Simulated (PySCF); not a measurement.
# C3H9O2PSi: excited-state relaxation

What do calculations give for the excited-state relaxation of C3H9O2PSi (`C=C[P@@](=O)(O)C[SiH3]`)?

Computed with PySCF 2.14.0 and routines of our own; the level stands in each step. Atoms count from 0.

## Step 1: The starting structure

16 atoms, charge 0, multiplicity 1; geometry from: GFN2-xTB.

## Step 2: Optimising the geometry at PBE0/def2-SV(P)

Job settings and geometry (Å):

```
{"job": {"xc": "PBE0", "basis": "def2-SV(P)", "grid": 1, "kind": "geom"}, "charge": 0, "multiplicity": 1}
C      2.045562     1.159084     0.442722
C      1.421365    -0.003056     0.469395
P      0.396585    -0.497572    -0.946955
O      0.439765     0.424357    -2.088071
O      0.990732    -1.955523    -1.344054
C     -1.247004    -0.894966    -0.291591
Si    -2.014681     0.708571     0.369706
H      1.929964     1.805968    -0.412293
H      2.676024     1.507472     1.245521
H      1.499921    -0.694134     1.295538
H      1.486041    -1.857992    -2.159290
H     -1.152483    -1.667389     0.467581
H     -1.825068    -1.298101    -1.122662
H     -1.182601     1.229749     1.459813
H     -2.135884     1.692683    -0.699741
H     -3.335837     0.349792     0.893451
```

Run with:

```
> OMP_NUM_THREADS=1 python excited_run.py task.json out
```

This one command runs all jobs of the session in turn.

Standard output:

```text
step   0  E = -900.06075112  max force = 0.025072
step   1  E = -900.06649503  max force = 0.003352
step   2  E = -900.06672184  max force = 0.001261
step   3  E = -900.06682360  max force = 0.001813
step   4  E = -900.06690814  max force = 0.001605
step   5  E = -900.06702174  max force = 0.001230
step   6  E = -900.06728833  max force = 0.002477
step   7  E = -900.06734531  max force = 0.001278
step   8  E = -900.06739966  max force = 0.000709
step   9  E = -900.06742778  max force = 0.001332
step  10  E = -900.06746903  max force = 0.001461
step  11  E = -900.06750770  max force = 0.001347
step  12  E = -900.06754162  max force = 0.001214
step  13  E = -900.06751350  max force = 0.001897
step  14  E = -900.06757228  max force = 0.001199
step  15  E = -900.06759076  max force = 0.000797
step  16  E = -900.06758753  max force = 0.000779
step  17  E = -900.06758427  max force = 0.000752
step  18  E = -900.06759053  max force = 0.000417
optimisation converged
```

It took 88 s on 1 thread of Arm Neoverse V2, shared host; peak memory 0.58 GiB.

Relaxation path:

| step | energy from step 0 (eV) | largest force component (eV/Å) |
| --- | --- | --- |
| 0 | 0.0000 | 1.2893 |
| 1 | -0.1563 | 0.1724 |
| 2 | -0.1625 | 0.0648 |
| 3 | -0.1652 | 0.0932 |
| 4 | -0.1675 | 0.0825 |
| 5 | -0.1706 | 0.0632 |
| 6 | -0.1779 | 0.1274 |
| 7 | -0.1794 | 0.0657 |
| 8 | -0.1809 | 0.0365 |
| 9 | -0.1817 | 0.0685 |
| 10 | -0.1828 | 0.0751 |
| 11 | -0.1839 | 0.0693 |
| 12 | -0.1848 | 0.0624 |
| 13 | -0.1840 | 0.0975 |
| 14 | -0.1856 | 0.0617 |
| 15 | -0.1861 | 0.0410 |
| 16 | -0.1860 | 0.0401 |
| 17 | -0.1859 | 0.0387 |
| 18 | -0.1861 | 0.0214 |

Close pairs (by a distance rule), those that changed most:

| bond | before (Å) | after (Å) | change (Å) |
| --- | --- | --- | --- |
| Si6–H14 | 1.458 | 1.492 | +0.034 |
| Si6–H15 | 1.466 | 1.499 | +0.033 |
| Si6–H13 | 1.467 | 1.496 | +0.029 |
| P2–O3 | 1.468 | 1.492 | +0.024 |
| C0–H7 | 1.078 | 1.098 | +0.019 |
| C0–H8 | 1.079 | 1.097 | +0.019 |
| C1–H9 | 1.080 | 1.098 | +0.018 |
| C5–H11 | 1.087 | 1.104 | +0.017 |

The next job starts from the end point, and lists it.

| at the end point | value |
| --- | --- |
| point group (found at 0.08 Å tolerance) | C1 |
| rotational constants (GHz, main isotopes) | 2.381, 1.302, 1.079 |
| dipole moment (D) | 2.84 |

## Step 3: Excited-state relaxation: TDA PBE0/def2-SV(P)

Job settings and geometry (Å):

```
{"job": {"kind": "xopt", "state": "S1", "method": "TDA", "freq": false, "xc": "PBE0", "basis": "def2-SV(P)", "grid": 1}, "charge": 0, "multiplicity": 1}
C      2.264604     0.993757     0.502948
C      1.540568    -0.129020     0.528971
P      0.408042    -0.486446    -0.828237
O      0.441660     0.559577    -1.890986
O      0.829539    -1.987233    -1.323815
C     -1.218787    -0.795144    -0.115928
Si    -2.219345     0.813642     0.036421
H      2.152144     1.703166    -0.327313
H      2.983473     1.237584     1.295209
H      1.636921    -0.857870     1.344503
H      1.547967    -1.944824    -1.977660
H     -1.128831    -1.307388     0.858181
H     -1.750549    -1.478599    -0.802755
H     -1.397364     1.880900     0.686450
H     -2.682751     1.267323    -1.307299
H     -3.414539     0.540084     0.898994
```

With the program's defaults for keys left out, this is: TDA PBE0/def2-SV(P) excited-state geometry optimisation, gas phase.

Standard output:

```text
final grid: 60976 points
cycle   1  E = -899.8514412853  dE =  8.769e-01  |g| = 1.033e+00  |ddm| = 4.023e+00
cycle   2  E = -899.3159248334  dE =  5.355e-01  |g| = 1.900e+00  |ddm| = 3.725e+00
cycle   3  E = -900.0442228574  dE = -7.283e-01  |g| = 3.257e-01  |ddm| = 2.932e+00
cycle   4  E = -900.0658506264  dE = -2.163e-02  |g| = 9.301e-02  |ddm| = 3.866e-01
cycle   5  E = -900.0673206703  dE = -1.470e-03  |g| = 3.233e-02  |ddm| = 9.494e-02
cycle   6  E = -900.0675839782  dE = -2.633e-04  |g| = 4.959e-03  |ddm| = 3.300e-02
cycle   7  E = -900.0675888090  dE = -4.831e-06  |g| = 2.580e-03  |ddm| = 7.061e-03
cycle   8  E = -900.0675904685  dE = -1.659e-06  |g| = 4.867e-04  |ddm| = 2.880e-03
cycle   9  E = -900.0675905209  dE = -5.239e-08  |g| = 1.784e-04  |ddm| = 5.895e-04
cycle  10  E = -900.0675905291  dE = -8.150e-09  |g| = 4.137e-05  |ddm| = 2.101e-04
cycle  11  E = -900.0675905295  dE = -3.988e-10  |g| = 1.167e-05  |ddm| = 5.823e-05
converged SCF energy = -900.0675905295

vertical S1 at the ground-state geometry: 5.6594 eV
step    E(state)/Eh    max force   excitation/eV  root
  0    -899.85824515   0.123389     5.6316      1
  1    -899.89209707   0.085606     4.3771      1
  2    -899.90393982   0.022489     3.2773      1
  3    -899.90717003   0.014241     2.8847      1
  4    -899.90948773   0.007920     2.8239      1
  5    -899.91173896   0.013458     2.6722      1
  6    -899.91281789   0.013621     2.5705      1
  7    -899.91400711   0.004589     2.5739      1
  8    -899.91486133   0.010721     2.5403      1
  9    -899.91516968   0.007315     2.4658      1
 10    -899.91539708   0.002188     2.4040      1
 11    -899.91548956   0.001401     2.3504      1
 12    -899.91551314   0.001384     2.3702      1
 13    -899.91553583   0.000497     2.3657      1
 14    -899.91554871   0.000510     2.3611      1
 15    -899.91555784   0.000483     2.3602      1
 16    -899.91556785   0.000548     2.3581      1
 17    -899.91557170   0.000520     2.3563      1
 18    -899.91557471   0.000783     2.3513      1
 19    -899.91555497   0.000971     2.3377      1
 20    -899.91557073   0.000775     2.3454      1
 21    -899.91557927   0.000477     2.3398      1
 22    -899.91558153   0.000269     2.3352      1
optimisation converged
vertical emission 2.3352 eV, adiabatic 4.1364 eV, Stokes shift 3.3242 eV, reorganisation 1.5230 (excited) and 1.8012 eV (ground)
in toluene: absorption 5.8256 eV (f = 0.0029, root 1), emission 2.7291 eV (f = 0.0007, root 1)
in water: absorption 6.0097 eV (f = 0.0036, root 1), emission 3.2199 eV (f = 0.0013, root 1)
```

Run time: 3.9 min. Hardware: 1 thread of Arm Neoverse V2, shared host; peak memory 0.86 GiB.

From this job:

| quantity | value |
| --- | --- |
| vertical absorption, S1 | 5.66 eV |
| adiabatic energy, S1 | 4.14 eV |
| vertical emission, S1 | 2.34 eV |
| Stokes shift, S1 | 3.32 eV |
| geometry moved (RMSD), S1 | 0.492 Å |

Bonds of the start that changed most:

| bond | start (Å) | end (Å) |
| --- | --- | --- |
| C1–P2 | 1.803 | 1.690 |
| P2–O3 | 1.492 | 1.600 |
| C0–C1 | 1.336 | 1.425 |
| P2–O4 | 1.636 | 1.612 |
| P2–C5 | 1.803 | 1.817 |
| C0–H7 | 1.098 | 1.091 |

## Step 4: Excited-state relaxation: UKS PBE0/def2-SV(P)

Settings changed since step 3:

```diff
@@ -1,2 +1,2 @@
-{"job": {"kind": "xopt", "state": "S1", "method": "TDA", "freq": false, "xc": "PBE0", "basis": "def2-SV(P)", "grid": 1}, "charge": 0, "multiplicity": 1}
+{"job": {"kind": "xopt", "state": "T1", "method": "UKS", "freq": false, "xc": "PBE0", "basis": "def2-SV(P)", "grid": 1}, "charge": 0, "multiplicity": 1}
 C      2.264604     0.993757     0.502948
```

With the program's defaults for keys left out, this is: UKS PBE0/def2-SV(P) excited-state geometry optimisation, gas phase.

Standard output:

```text
final grid: 60976 points
cycle   1  E = -899.8514412853  dE =  8.769e-01  |g| = 1.033e+00  |ddm| = 4.023e+00
cycle   2  E = -899.3159248334  dE =  5.355e-01  |g| = 1.900e+00  |ddm| = 3.725e+00
cycle   3  E = -900.0442228574  dE = -7.283e-01  |g| = 3.257e-01  |ddm| = 2.932e+00
cycle   4  E = -900.0658506264  dE = -2.163e-02  |g| = 9.301e-02  |ddm| = 3.866e-01
cycle   5  E = -900.0673206703  dE = -1.470e-03  |g| = 3.233e-02  |ddm| = 9.494e-02
cycle   6  E = -900.0675839782  dE = -2.633e-04  |g| = 4.959e-03  |ddm| = 3.300e-02
cycle   7  E = -900.0675888090  dE = -4.831e-06  |g| = 2.580e-03  |ddm| = 7.061e-03
cycle   8  E = -900.0675904685  dE = -1.659e-06  |g| = 4.867e-04  |ddm| = 2.880e-03
cycle   9  E = -900.0675905209  dE = -5.239e-08  |g| = 1.784e-04  |ddm| = 5.895e-04
cycle  10  E = -900.0675905291  dE = -8.150e-09  |g| = 4.137e-05  |ddm| = 2.101e-04
cycle  11  E = -900.0675905295  dE = -3.988e-10  |g| = 1.167e-05  |ddm| = 5.823e-05
converged SCF energy = -900.0675905295

vertical T1 at the ground-state geometry: 4.1658 eV
step    E(state)/Eh    max force   <S^2>
  0    -899.90271233   0.200202    2.0079
  1    -899.94066048   0.016266    2.0077
  2    -899.94481634   0.011176    2.0082
  3    -899.94542864   0.005757    2.0082
  4    -899.94694660   0.017007    2.0078
  5    -899.94314734   0.070231    2.0066
  6    -899.94948298   0.046978    2.0070
  7    -899.95290937   0.061490    2.0064
  8    -899.96300545   0.046358    2.0060
  9    -899.97108833   0.006857    2.0053
 10    -899.97159657   0.005549    2.0053
 11    -899.97192636   0.002932    2.0053
 12    -899.97197423   0.000478    2.0053
 13    -899.97198269   0.000935    2.0053
 14    -899.97198603   0.001076    2.0053
 15    -899.97199317   0.000659    2.0053
 16    -899.97199854   0.000300    2.0053
optimisation converged
vertical emission -1.3529 eV, adiabatic 2.6012 eV, Stokes shift 5.5187 eV, reorganisation 1.5647 (excited) and 3.9541 eV (ground)
```

Run time: 2.4 min. Hardware: 1 thread of Arm Neoverse V2, shared host; peak memory 0.65 GiB.

Key values:

| quantity | value |
| --- | --- |
| vertical gap at the ground-state geometry, T1 | 4.17 eV |
| adiabatic energy, T1 | 2.60 eV |
| vertical gap at the relaxed geometry, T1 | -1.35 eV |
| difference of the two gaps, T1 | 5.52 eV |
| geometry moved (RMSD), T1 | 0.492 Å |

Bonds of the start that changed most:

| bond | start (Å) | end (Å) |
| --- | --- | --- |
| C0–C1 | 1.336 | 1.447 |
| C1–H9 | 1.098 | 1.103 |
| P2–O4 | 1.636 | 1.639 |
| P2–C5 | 1.803 | 1.805 |
| Si6–H13 | 1.496 | 1.498 |
| P2–O3 | 1.492 | 1.490 |

## Step 5: Summary of results

| quantity | value |
| --- | --- |
| point group | C1 |
| rotational constants (main isotopes) | 2.38, 1.30, 1.08 GHz |
| vertical absorption, S1 (step 3, TDA PBE0/def2-SV(P)) | 5.66 eV |
| adiabatic energy, S1 (step 3, TDA PBE0/def2-SV(P)) | 4.14 eV |
| vertical emission, S1 (step 3, TDA PBE0/def2-SV(P)) | 2.34 eV |
| Stokes shift, S1 (step 3, TDA PBE0/def2-SV(P)) | 3.32 eV |
| vertical gap at the ground-state geometry, T1 (step 4, UKS PBE0/def2-SV(P)) | 4.17 eV |
| adiabatic energy, T1 (step 4, UKS PBE0/def2-SV(P)) | 2.60 eV |
| vertical gap at the relaxed geometry, T1 (step 4, UKS PBE0/def2-SV(P)) | -1.35 eV |
| difference of the two gaps, T1 (step 4, UKS PBE0/def2-SV(P)) | 5.52 eV |

In words: The optimisation took 18 steps and gained 0.186 eV; among the close pairs (by a distance rule), Si6–H14 changed most, from 1.458 to 1.492 Å. In steps 3, 4 the harmonic model is doubtful. Where no frequencies were run, the relaxed excited state may be a saddle. In step 3 (excited-state relaxation), among the bonds C1–P2 changes most, from 1.803 to 1.690 Å. The atoms move far more than that, so angles or torsions carry the main change. In step 4 the gap at the relaxed geometry is under 0.8 eV (below zero), where a single closed-shell reference fails, so that gap and differences built on it are unreliable. In step 4 (excited-state relaxation), among the bonds C0–C1 changes most, from 1.336 to 1.447 Å. The atoms move far more than that, so angles or torsions carry the main change. ΔSCF (UKS) and response values aren't on one footing and may follow different states, so their differences aren't method errors alone, and singlets and triplets from the two don't rank.
